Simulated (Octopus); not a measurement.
Input of an Octopus 16.4 run:

File inp:

```
CalculationMode = gs
UnitsOutput = eV_Angstrom
PeriodicDimensions = 3
ExperimentalFeatures = yes
PseudopotentialSet = pseudodojo_pbesol
%LatticeParameters
 1*angstrom | 1*angstrom | 1*angstrom
%
%LatticeVectors
 1.64100443 | -2.31804545 | 0
 1.64100443 | 2.31804545 | 0
 0 | 0 | 4.64594597
%
%ReducedCoordinates
 "Nb" | 0 | 0 | 0
 "Ti" | 0.5 | 0.5 | 0.5
%
%Spacing
 0.11833796*angstrom | 0.11833796*angstrom | 0.11912682*angstrom
%
DerivativesOrder = 8
%KPointsGrid
 10 | 10 | 6
%
KPointsUseSymmetries = yes
XCFunctional = gga_x_pbe_sol + gga_c_pbe_sol
SmearingFunction = fermi_dirac
Smearing = 0.05*eV
ExtraStates = 10
Eigensolver = chebyshev_filter
ConvRelDens = 3e-7
MaximumIter = 120
```

Potentials or basis: pseudodojo_pbesol (PseudoDojo 0.4, PBEsol).

The run is started by

```bash
$ OMP_NUM_THREADS=1 octopus > out.log
```

Predict the band gap on the k mesh.

none (metal or under the smearing width).
